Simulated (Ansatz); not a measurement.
# Sc: the cost of one run

Method: DFT PBEsol, scalar-relativistic, in Ansatz 0.2.0.

### 1 The starting structure

The structure is cubic, space group Fm-3m (No. 225). Conventional cell: a = 4.541 Å, b = 4.541 Å, c = 4.541 Å, α = 90.00°, β = 90.00°, γ = 90.00°. Around Sc (site symmetry m-3m) lie 12 Sc at 3.21 Å.

Coordinates:

```
Sc
1.0
     0.00000    2.27050    2.27050
     2.27050    0.00000    2.27050
     2.27050    2.27050    0.00000
Sc
1
Direct
  0.00000 0.00000 0.00000
```

### 2 Volume × 0.96, LAPW

Contents of input.yaml:

```yaml
crystal:
  lattice:
    - [0.0, 2.2398138059, 2.2398138059]
    - [2.2398138059, 0.0, 2.2398138059]
    - [2.2398138059, 2.2398138059, 0.0]
  atoms:
    - { symbol: Sc, position: [0.0, 0.0, 0.0] }
kpoints:
  mp_grid: { grid: [12, 12, 12] }
  band_path:
    path:
      - [0.0, 0.0, 0.0]
      - [0.5, 0.0, 0.5]
      - [0.625, 0.25, 0.625]
      - [0.375, 0.375, 0.75]
      - [0.0, 0.0, 0.0]
      - [0.5, 0.5, 0.5]
      - [0.5, 0.25, 0.75]
      - [0.5, 0.0, 0.5]
    npoints: 5
scf:
  occupations: { method: fermi_dirac, width: 0.03 }
hamiltonian:
  xc: pbesol
  pseudopotentials: { kind: all_electron, lapw: { basis_error: 0.00025 } }
output:
  forces: true
  stress: true
  eigenvalues: true
```

Launch:

```console
> ansatz run input.yaml --threads 1 --pin off --max-ram 3072MiB --backend cpu --events-out ev --progress --plain --runs-dir out
```

Q: Estimate wall time and peak memory on 1 thread of Intel Xeon 6975P-C (Granite Rapids), shared host.

About 2.9 s, with a peak of 0.27 GiB.
